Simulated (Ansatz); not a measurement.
# In (In, omega (AlB2-type)): the cost of one run

Computed with Ansatz 0.2.0 (DFT LDA (PW92), plane waves (420 eV) with PAW, scalar-relativistic; PAW files made under PBE, frozen cores solved again for the functional, unless a step says otherwise).

## 1. The structure to begin with

The structure is hexagonal, space group P6/mmm (No. 191). Conventional cell: a = 5.286 Å, b = 5.286 Å, c = 3.241 Å, α = 90.00°, β = 90.00°, γ = 120.00°. In (site symmetry 6/mmm) is surrounded by 14 In at 3.24 to 3.46 Å. In (site symmetry -6m2) is surrounded by 11 In at 3.05 to 3.46 Å.

Coordinates:

```
In
1.0
     5.28646    0.00000    0.00000
    -2.64323    4.57821    0.00000
     0.00000    0.00000    3.24060
In
3
Direct
  0.00000 0.00000 0.00000
  0.33333 0.66667 0.50000
  0.66667 0.33333 0.50000
```

## 2. Geometry optimisation

Contents of input.yaml:

```yaml
crystal:
  lattice:
    - [5.2864609513, 0.0, 0.0]
    - [-2.6432304757, 4.57820948, 0.0]
    - [0.0, 0.0, 3.2406005632]
  atoms:
    - { symbol: In, position: [0.0, 0.0, 0.0] }
    - { symbol: In, position: [0.3333333333, 0.6666666667, 0.5] }
    - { symbol: In, position: [0.6666666667, 0.3333333333, 0.5] }
hamiltonian:
  xc: lda
  pseudopotentials:
    kind: paw
    azcp:
      In: "pseudopotentials/In.paw.azcp"
basis:
  ecutwfc: 420
  fft_grid_basis: typed
kpoints:
  mp_grid: { grid: [7, 7, 10], shift: [0, 0, 0] }
magnetization:
  spin_polarized: false
scf:
  occupations: { method: fermi_dirac, width: 0.1 }
relax:
  max_steps: 60
  f_tol: 0.01
  cell: {}
output:
  write_density: true
  write_potential: true
  elf: true
  volumetric_format: npy
```

**Question.** How long does this run take on 2 threads of an Arm CPU, shared host, and how much memory does it need?

About 7.6 s, with a peak of 0.38 GiB.
